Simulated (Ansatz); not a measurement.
# Cl2GeH3N: how energies converge with the basis set

How large a basis does Cl2GeH3N need? Two functionals are run in growing sets.

Method: one geometry, several basis sets; program: Ansatz 0.2.0, Gaussian basis.

Plan: PBE0-D4/def2-SVP; ωB97M-V/def2-SVP; PBE0-D4/def2-QZVPP; ωB97M-V/def2-QZVPP; the functionals' def2-TZVPP values are taken from earlier runs.

## (1) Structure used throughout

The geometry comes from an earlier relaxation with PBE0-D4 in a triple-zeta def2 set; it is a stationary point, not always the lowest conformer.

SMILES `[NH2][GeH]([Cl])[Cl]`, 7 atoms, charge 0, spin multiplicity 1.

Atoms are counted from 1 here; the program's logs count them from 0.

Bond lengths: N1–Ge2 1.810 Å, N1–H5 1.010 Å, N1–H6 1.010 Å, Ge2–Cl3 2.138 Å, Ge2–Cl4 2.138 Å, Ge2–H7 1.533 Å. Angles: Ge2–N1–H5 115.5°, Ge2–N1–H6 115.5°, H5–N1–H6 110.8°, N1–Ge2–Cl3 106.0°, N1–Ge2–Cl4 106.0°, N1–Ge2–H7 120.0°, Cl3–Ge2–Cl4 110.6°, Cl3–Ge2–H7 107.0°, Cl4–Ge2–H7 107.0°.

## (2) PBE0-D4 in def2-SVP

Input file in.yaml:

```yaml
crystal:
  periodic: [false, false, false]
  atoms:
    - {symbol: N, position_ang: [-0.722974, 0.919398, 0.109114]}
    - {symbol: Ge, position_ang: [0.400297, -0.488136, -0.068618]}
    - {symbol: Cl, position_ang: [0.183331, -1.645917, 1.715652]}
    - {symbol: Cl, position_ang: [-0.293912, -1.587094, -1.766116]}
    - {symbol: H, position_ang: [-0.592847, 1.476659, 0.941085]}
    - {symbol: H, position_ang: [-0.814428, 1.508494, -0.705913]}
    - {symbol: H, position_ang: [1.901833, -0.251404, -0.270804]}
basis:
  gaussian: {orbitals: def2-SVP}
hamiltonian: {xc: pbe0, dispersion: d4}
output: {orbitals: {seedname: orbitals}}
```

The run is started by

```
ansatz run in.yaml --threads 4 --pin off --events-out ev --progress --plain --max-ram 10444MiB
```

The runs that follow: ωB97M-V in def2-SVP; PBE0-D4 in def2-QZVPP; ωB97M-V in def2-QZVPP.

Before running them: what should the planned runs give, taken together? Wanted: PBE0-D4: double and triple zeta above quadruple; ωB97M-V: double and triple zeta above quadruple.

As calculated:

| quantity | value |
| --- | --- |
| PBE0-D4: double and triple zeta above quadruple | 19.80, 2.06 eV |
| ωB97M-V: double and triple zeta above quadruple | 19.67, 1.99 eV |

**Reading.** PBE0-D4 gains 17.74 eV from double to triple zeta, then 2.06 eV more. These are total energies; as a rule much of such shifts cancels in differences, which this series doesn't test. The LUMO of ωB97M-V is positive and keeps falling with the basis (2.18 to 1.37 eV): an unbound level that the basis holds in place.
